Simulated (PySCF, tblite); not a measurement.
# Al₁₅N₁₆H₁₅: electronic excitations

What do calculations give for the electronic excitations of Al₁₅N₁₆H₁₅?

Computed with tblite 0.8.0 and PySCF 2.14.0 and routines of our own; the level stands in each step. Atoms count from 0.

## 1. The system as given

46 atoms, charge 0, multiplicity 1; geometry from: force field, distance geometry or constructed start.

## 2. Geometry optimisation with GFN2-xTB

What the job is given:

```
{"job": {"kind": "relax", "xc": "GFN2-xTB", "basis": "xTB"}, "charge": 0, "multiplicity": 1}
N      4.952500    -2.701800    -0.001600
Al     3.385600    -1.797400    -0.006900
N      1.835100    -2.702300     0.001000
Al     1.829200    -4.495600    -0.006200
N      3.387800    -5.401200     0.003400
Al     4.944300    -4.500500    -0.002600
N     -2.846500     0.001700    -0.003300
Al    -4.402000     0.902700     0.001500
N     -5.961600    -0.002100    -0.000400
Al    -5.967100    -1.800800     0.001600
N     -4.407500    -2.701200    -0.002100
Al    -2.849100    -1.802000    -0.000000
N      1.826500     2.700700     0.005000
Al     0.273300     3.599400    -0.002700
N     -1.289900     2.705100     0.000200
Al    -1.289600     0.900600     0.006300
N      0.271500     0.001900     0.000900
Al     1.828800     0.896600    -0.001000
N      0.270500     5.401800     0.002500
Al    -1.284900     6.300900     0.002700
N     -2.848900     5.403800     0.001500
Al    -2.847500     3.601500    -0.000200
Al     0.274500    -1.795400     0.006600
N     -1.291900    -2.704300    -0.001500
Al    -1.287200    -4.497400     0.000900
N      0.265000    -5.400900     0.002500
N      3.389500     0.002300    -0.000700
N     -4.406000     2.700600     0.001200
N      4.948200     2.700400    -0.002000
Al     3.389900     3.600400     0.003400
Al     4.951200     0.900600    -0.001100
H      5.846400    -2.178700     0.000200
H      3.387800    -6.439900    -0.001900
H      6.283400    -5.271300     0.003700
H     -6.863700     0.521800    -0.003300
H     -7.297500    -2.567800    -0.002900
H     -4.406200    -3.739900    -0.004100
H      1.172700     5.922500    -0.002600
H     -1.286600     7.836100    -0.000100
H     -3.752100     5.923400     0.001200
H     -2.621500    -5.272300     0.003800
H      0.277000    -6.445600     0.003700
H     -5.301200     3.221000    -0.003600
H      5.850900     3.219500    -0.001800
H      3.385100     5.141700     0.002400
H      6.279400     0.131600    -0.003400
```

On the command line:

```
$ OMP_NUM_THREADS=4 python large_run.py task.json out
```

One launch serves the whole session: the jobs run in the order shown.

What it wrote:

```text
step      E/eV     max force
  0   -1945.95636    0.999
  1   -1946.06013    0.410
  2   -1946.07689    0.215
  3   -1946.09632    0.175
  4   -1946.10213    0.151
  5   -1946.11091    0.156
  6   -1946.11663    0.165
  7   -1946.12406    0.149
  8   -1946.13005    0.189
  9   -1946.13483    0.178
 10   -1946.13770    0.107
 11   -1946.13940    0.074
 12   -1946.14054    0.067
 13   -1946.14154    0.075
 14   -1946.14253    0.066
 15   -1946.14358    0.066
 16   -1946.14451    0.054
 17   -1946.14507    0.035
 18   -1946.14532    0.029
 19   -1946.14549    0.024
 20   -1946.14566    0.028
 21   -1946.14582    0.026
 22   -1946.14594    0.020
```

Run time: 7.3 s. Hardware: 4 threads of Intel Xeon Platinum 8488C, shared host; peak memory 0.17 GiB.

The steps of the relaxation:

| step | energy from step 0 (eV) | largest force (eV/Å) |
| --- | --- | --- |
| 0 | 0.0000 | 0.9983 |
| 1 | -0.1038 | 0.4098 |
| 2 | -0.1205 | 0.2158 |
| 3 | -0.1400 | 0.1754 |
| 4 | -0.1458 | 0.1510 |
| 5 | -0.1546 | 0.1559 |
| 6 | -0.1603 | 0.1648 |
| 7 | -0.1677 | 0.1492 |
| 8 | -0.1737 | 0.1891 |
| 9 | -0.1785 | 0.1782 |
| 10 | -0.1813 | 0.1068 |
| 11 | -0.1830 | 0.0733 |
| 12 | -0.1842 | 0.0673 |
| 13 | -0.1852 | 0.0749 |
| 14 | -0.1862 | 0.0655 |
| 15 | -0.1872 | 0.0659 |
| 16 | -0.1882 | 0.0534 |
| 17 | -0.1887 | 0.0354 |
| 18 | -0.1890 | 0.0291 |
| 19 | -0.1891 | 0.0236 |
| 20 | -0.1893 | 0.0281 |
| 21 | -0.1895 | 0.0260 |
| 22 | -0.1896 | 0.0200 |

Close pairs (by a distance rule), those that changed most:

```
    bond  before (Å)  after (Å)  change (Å)
 N25–H41       1.045      1.016      -0.028
  N8–H34       1.043      1.017      -0.026
 N20–H39       1.042      1.017      -0.025
 N28–H43       1.041      1.017      -0.024
Al17–N26       1.799      1.822      +0.023
 N18–H37       1.042      1.019      -0.023
  N4–H32       1.039      1.017      -0.022
  N2–Al3       1.793      1.814      +0.021
```

The next job starts from the end point, and lists it.

## 3. Harmonic vibrations with GFN2-xTB

What the job is given:

```
{"job": {"kind": "ir", "xc": "GFN2-xTB", "basis": "xTB"}, "charge": 0, "multiplicity": 1}
N      4.930418    -2.733016    -0.001569
Al     3.375332    -1.804069    -0.001425
N      1.812491    -2.722414    -0.001110
Al     1.839406    -4.536580    -0.000194
N      3.418762    -5.415902    -0.001205
Al     4.980176    -4.528267     0.000462
N     -2.874303     0.011841     0.000500
Al    -4.445846     0.917207    -0.000772
N     -5.994679    -0.018236    -0.001188
Al    -6.015176    -1.815012    -0.002006
N     -4.442773    -2.682389    -0.002042
Al    -2.863968    -1.798788    -0.000775
N      1.859834     2.729204     0.002751
Al     0.269631     3.604836     0.001059
N     -1.309285     2.719514     0.001244
Al    -1.297063     0.906634     0.001779
N      0.271718    -0.000422     0.002424
Al     1.841279     0.906545     0.001021
N      0.243773     5.414970    -0.000155
Al    -1.293508     6.345644     0.000735
N     -2.842294     5.434868     0.001182
Al    -2.879741     3.625936     0.000400
Al     0.238315    -1.812533     0.000992
N     -1.319394    -2.747606     0.000220
Al    -1.297319    -4.554351     0.001866
N      0.269885    -5.432297     0.001672
N      3.427716     0.010326    -0.001947
N     -4.429693     2.714958    -0.000670
N      4.977202     2.717463    -0.001244
Al     3.423725     3.636987     0.001672
Al     4.994560     0.912316    -0.002083
H      5.775411    -2.163799    -0.001931
H      3.381917    -6.432082    -0.001084
H      6.303350    -5.291794     0.002642
H     -6.856741     0.521085    -0.001208
H     -7.337855    -2.579610    -0.001791
H     -4.363771    -3.698050    -0.002539
H      1.158713     5.862926    -0.000437
H     -1.291624     7.874081     0.000508
H     -3.740097     5.912323     0.001799
H     -2.599640    -5.371052     0.003607
H      0.293405    -6.448394     0.002514
H     -5.308820     3.223321    -0.001629
H      5.858726     3.225236    -0.001564
H      3.496777     5.171248     0.002908
H      6.358709     0.206796    -0.003233
```

What it wrote:

```text
mode    cm-1     km/mol
  1     -29.0      0.02
  2     -20.6      1.75
  3      -7.8      0.98
  4      16.2      0.99
  5      17.7      0.21
  6      23.1      2.21
  7      29.0      1.00
  8      40.7      0.00
  9      42.7      0.59
 10      47.4      0.19
 11      52.4      1.57
 12      54.1      2.70
 13      62.7      0.01
 14      67.5      0.97
 15      68.9      1.17
 16      71.2      3.51
 17      73.4      0.57
 18      79.5      0.75
 19      85.0      8.59
 20      86.5      7.16
 21      86.8      0.56
 22      90.7      0.08
 23      91.4     15.17
 24     106.0      8.47
 25     120.7      0.65
 26     132.5      5.23
 27     139.4      0.73
 28     145.4      0.36
 29     150.3      3.23
 30     157.0      6.11
 31     160.3      1.39
 32     182.7      3.01
 33     186.2      2.03
 34     196.7      1.30
 35     217.5      0.01
 36     221.1      8.17
 37     221.3      0.09
 38     224.2      1.60
 39     230.1      0.00
 40     232.8      0.00
 41     243.5      0.00
 42     246.3      1.78
 43     256.5      0.20
 44     266.7      4.50
 45     270.0      0.04
 46     277.0      2.56
 47     284.5     19.60
 48     284.8      0.12
 49     312.4    123.20
 50     333.2      6.03
 51     344.9      3.24
 52     363.9      0.97
 53     370.3      6.13
 54     378.9      0.00
 55     385.3      0.83
 56     394.2     15.78
 57     396.2     91.17
 58     400.6     30.96
 59     405.4     16.94
 60     418.2      0.06
 61     429.4     22.29
 62     430.0      6.00
 63     430.7    138.70
 64     436.0     23.34
 65     439.1      0.45
 66     440.0    135.53
 67     447.1   1040.88
 68     449.3      2.00
 69     474.8      0.75
 70     494.7     13.38
 71     507.0    132.10
 72     514.8    112.10
 73     517.5     53.34
 74     556.0    142.38
 75     565.9     31.67
 76     576.9     20.97
 77     598.8     41.99
 78     600.8     52.78
 79     603.3     64.75
 80     639.5    195.80
 81     650.2     41.09
 82     660.9    222.98
 83     676.6     49.89
 84     684.9     15.37
 85     693.8      2.03
 86     706.1     59.77
 87     710.3    268.07
 88     715.4     17.49
 89     717.7      4.26
 90     734.7      6.41
 91     743.1      0.34
 92     767.8     40.78
 93     770.7     86.65
 94     771.5     57.02
 95     791.5    123.16
 96     792.5    127.63
 97     814.0     67.60
 98     815.6     31.02
 99     824.0     74.39
100     825.2     36.76
101     828.5     22.85
102     830.7    379.29
103     834.9      2.58
104     841.4      7.17
105     846.4     58.71
106     848.8    334.74
107     852.9    199.31
108     858.0    120.91
109     867.5    216.53
110     868.2    447.78
111     870.3    411.57
112     877.1    500.49
113     880.8   1551.54
114     887.6    523.27
115     889.2    765.25
116     892.1    256.06
117     896.5    639.65
118    1797.6    552.22
119    1803.8    572.01
120    1808.1    318.49
121    1857.0    852.87
122    1860.6    975.36
123    1862.2    217.66
124    3286.0      1.82
125    3287.5      1.94
126    3287.6      1.43
127    3312.9      4.04
128    3315.0      4.35
129    3315.3      2.34
130    3315.4      4.68
131    3323.7     13.09
132    3331.2     18.37
```

It took 59 s on 4 threads of Intel Xeon Platinum 8488C, shared host; peak memory 0.16 GiB.

Which atoms move in the most intense modes:

```csv
cm⁻¹,km/mol,atoms
447,1040.9,"H31 20 %, H37 12 %"
881,1551.5,"N25 22 %, N18 15 %"
889,765.2,N4 19 %
896,639.6,"N27 47 %, Al21 10 %"
1798,552.2,H40 96 %
1804,572.0,"H45 50 %, H44 47 %"
1857,852.9,H38 92 %
1861,975.4,"H35 67 %, H33 28 %"
```

## 4. Electronic excitations: TDDFT CAM-B3LYP/def2-SVP

The job, as its differences from that of step 3:

```diff
@@ -1,2 +1,2 @@
-{"job": {"kind": "ir", "xc": "GFN2-xTB", "basis": "xTB"}, "charge": 0, "multiplicity": 1}
+{"job": {"kind": "uv", "basis": "def2-SVP", "grid": 1, "kgrid": 0, "vcut": 1.5, "nstates": 6, "ntriplets": 2, "tda": false, "delta": ["ip_vertical"], "pop": true, "xc": "CAM-B3LYP"}, "charge": 0, "multiplicity": 1}
 N      4.930418    -2.733016    -0.001569
```

With the program's defaults for keys left out, this is: TDDFT CAM-B3LYP/def2-SVP, vertical, gas phase, core orbitals frozen in the response, virtual orbitals cut by energy.

What it wrote:

```text
start: PBE on a coarse grid of 48210 points
cycle   1  E = -4515.8213306188  dE =  3.763e+00  |g| = 2.594e+00  |ddm| = 8.459e+00
cycle   2  E = -4508.5200299500  dE =  7.301e+00  |g| = 5.617e+00  |ddm| = 8.390e+00
cycle   3  E = -4517.3134580183  dE = -8.793e+00  |g| = 4.506e-01  |ddm| = 6.921e+00
cycle   4  E = -4517.3459609578  dE = -3.250e-02  |g| = 4.144e-01  |ddm| = 1.108e+00
cycle   5  E = -4517.3876354264  dE = -4.167e-02  |g| = 1.517e-01  |ddm| = 4.651e-01
cycle   6  E = -4517.3937419709  dE = -6.107e-03  |g| = 3.606e-02  |ddm| = 1.763e-01
cycle   7  E = -4517.3939773784  dE = -2.354e-04  |g| = 2.059e-02  |ddm| = 4.545e-02
cycle   8  E = -4517.3940723193  dE = -9.494e-05  |g| = 4.078e-03  |ddm| = 1.921e-02
final grid: 198191 points
cycle   9  E = -4520.9435296125  dE = -2.391e-02  |g| = 1.415e-01  |ddm| = 4.703e-01
cycle  10  E = -4520.9421256946  dE =  1.404e-03  |g| = 1.627e-01  |ddm| = 2.279e-01
cycle  11  E = -4520.9480342424  dE = -5.909e-03  |g| = 1.361e-02  |ddm| = 1.298e-01
cycle  12  E = -4520.9480722639  dE = -3.802e-05  |g| = 7.337e-03  |ddm| = 1.922e-02
cycle  13  E = -4520.9480832489  dE = -1.098e-05  |g| = 7.277e-04  |ddm| = 5.851e-03
cycle  14  E = -4520.9480869436  dE = -3.695e-06  |g| = 3.675e-04  |ddm| = 1.184e-03
cycle  15  E = -4520.9480843854  dE =  2.558e-06  |g| = 1.690e-04  |ddm| = 4.508e-04
cycle  16  E = -4520.9480846283  dE = -2.429e-07  |g| = 2.787e-05  |ddm| = 1.881e-04
converged SCF energy = -4520.9480846283

Static polarisability (au): isotropic 399.294, principal 237.565 472.087 488.228

Singlet excitations
state   eV       nm        f      main configurations
  1   5.1942    238.7   0.00044   H->L 0.45, H-4->L 0.09
  2   5.3016    233.9   0.00001   H-1->L 0.24, H-3->L 0.20, H-2->L 0.17
  3   5.3807    230.4   0.00005   H->L+1 0.20, H-1->L 0.17, H-2->L 0.14
  4   5.4275    228.4   0.00006   H-3->L 0.30, H-4->L 0.18
  5   5.5000    225.4   0.00006   H-5->L 0.27, H-4->L 0.21
  6   5.5416    223.7   0.00002   H-6->L 0.23, H->L+2 0.14, H-2->L 0.10

Triplet excitations (Tamm-Dancoff, eV): 4.9603 5.0502
```

Run time: 6.3 min. Hardware: 4 threads of Intel Xeon Platinum 8488C, shared host; peak memory 3.4 GiB.

Warnings kept with the result: ip_vertical: open-shell SCF did not converge.

The orbitals next to the gap, with their largest atomic shares:

| orbital | eV | atoms |
| --- | --- | --- |
| HOMO−4 | -8.32 | N2 21 %, N14 10 %, N4 9 % |
| HOMO−3 | -8.27 | N6 24 %, N14 20 %, N18 16 % |
| HOMO−2 | -8.13 | N8 18 %, N0 12 %, N10 11 % |
| HOMO−1 | -8.03 | N4 20 %, N0 19 %, N25 10 % |
| HOMO | -7.92 | N27 18 %, N10 15 %, N8 13 % |
| LUMO | -0.14 | Al15 12 %, Al22 11 %, Al17 11 % |
| LUMO+1 | 0.51 | Al3 11 %, Al21 11 %, Al1 11 % |
| LUMO+2 | 0.69 | Al11 11 %, Al29 11 %, Al17 10 % |
| LUMO+3 | 0.95 | Al30 45 %, Al29 45 % |

Further results of this job:

```
           property  computed
  dipole moment (D)      0.32
polarisability (Å³)     59.17
 HOMO–LUMO gap (eV)      7.78
      −ε(HOMO) (eV)      7.92
```

## 5. Summary of results

| quantity | value |
| --- | --- |
| strongest single infrared mode (GFN2-xTB) | 881 cm⁻¹, 1552 km/mol |
| zero-point energy (GFN2-xTB) | 130.5 kcal/mol |
| lowest singlet (CAM-B3LYP/def2-SVP) | 5.19 eV (239 nm), f = 0.000 |
| lowest triplet | 4.96 eV |

What this shows: The lowest mode is imaginary (29i cm⁻¹), so the xTB geometry is not a minimum. Unscaled tight-binding wavenumbers are off by several per cent, some by more. Its intensities can rank the bands wrongly. The lowest singlet, at 5.19 eV, is HOMO→LUMO 0.45, HOMO−4→LUMO 0.09 and is dark. The lowest triplet lies 0.23 eV below the lowest singlet (triplets in Tamm-Dancoff, singlets in full TDDFT).
